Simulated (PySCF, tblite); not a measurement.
# C6H7OP: geometry, infrared bands and NMR shifts

Aim: predict the infrared bands and NMR shifts of C6H7OP (`C#C[P@]1(=O)C=CCC1`).

The runs use tblite 0.8.0 and PySCF 2.14.0, with density-fitted response routines of our own; the level of theory stands in each step. All values are computed, except where a source is named. Atoms count from 0, in the outputs and in this text.

## 1. The starting structure

15 atoms, charge 0, multiplicity 1; geometry from: force field or distance geometry start.

Bonds of the start (Å): C0–C1 1.21, C1–P2 1.73, P2–O3 1.51, P2–C4 1.79, C4–C5 1.32, C5–C6 1.44, C6–C7 1.46, C7–P2 1.81, C0–H8 1.07, C4–H9 1.09, C5–H10 1.11, C6–H11 1.14, C6–H12 1.13, C7–H13 1.12, C7–H14 1.12.

## 2. Optimising the geometry with GFN2-xTB

The job: settings as JSON, then the geometry in Å.

```
{"job": {"kind": "relax", "xc": "GFN2-xTB", "basis": "xTB"}, "charge": 0, "multiplicity": 1}
C      3.181900     0.004900     0.475100
C      2.150600    -0.018000    -0.163400
P      0.672900    -0.094200    -1.059300
O      0.884800    -0.457100    -2.507400
C     -0.335800     1.373000    -0.851200
C     -1.403200     1.093700    -0.135100
C     -1.492500    -0.274600     0.301000
C     -0.542600    -1.207100    -0.310600
H      4.083800     0.025300     1.051800
H     -0.057100     2.334100    -1.291500
H     -2.150300     1.874700     0.106200
H     -1.518300    -0.334800     1.434500
H     -2.537400    -0.620900     0.031200
H     -0.961600    -1.908500    -1.073200
H      0.020500    -1.782500     0.464500
```

Run with:

```console
$ OMP_NUM_THREADS=1 python probes_run.py task.json out
```

This one command runs all jobs of the session in turn.

**Question.** This job is followed by: GFN2-xTB harmonic vibrations, gas phase; GIAO PBE0/pcSseg-1 NMR shielding, non-relativistic, gas phase. What will the session give for the following? strongest single infrared mode (GFN2-xTB); zero-point energy (GFN2-xTB); ¹³C shifts against TMS (PBE0/pcSseg-1); ¹H shifts against TMS (PBE0/pcSseg-1); ³¹P shifts against H3PO4 (PBE0/pcSseg-1); ¹⁷O shifts against H2O (PBE0/pcSseg-1); surface potential, 1st and 99th percentile.

The runs gave:

| quantity | value |
| --- | --- |
| strongest single infrared mode (GFN2-xTB) | 1285 cm⁻¹, 182 km/mol |
| zero-point energy (GFN2-xTB) | 69.2 kcal/mol |
| ¹³C shifts against TMS (PBE0/pcSseg-1) | 156.7, 137.7, 98.1, 85.0, 34.2, 31.7 ppm |
| ¹H shifts against TMS (PBE0/pcSseg-1) | 6.93, 6.46, 2.62, 2.49, 2.47, 2.21, 1.88 ppm |
| ³¹P shifts against H3PO4 (PBE0/pcSseg-1) | 8.1 ppm |
| ¹⁷O shifts against H2O (PBE0/pcSseg-1) | 116.6 ppm |
| surface potential, 1st and 99th percentile | -2.31 V and 1.71 V |

What this shows: Over 92 steps the energy fell by 0.606 eV; of the close pairs, C6–C7 changed most, 1.465 to 1.529 Å. All 39 modes are real, so the xTB geometry is a minimum. The strongest single mode, at 1285 cm⁻¹, is spread over many atoms; the largest shares are those of O3, P2. GFN2-xTB is a fitted tight-binding method: band positions and strengths are rough. Its intensities can rank the bands wrongly. At PBE0/pcSseg-1: Shielding is most anisotropic at P2 (span 337 ppm, paramagnetic term -650 ppm). At PBE0/pcSseg-1, counted by nearest atom on the grid, the HOMO lies on O3 52 %; C4 14 %, the LUMO on C5 27 %; C4 19 %.
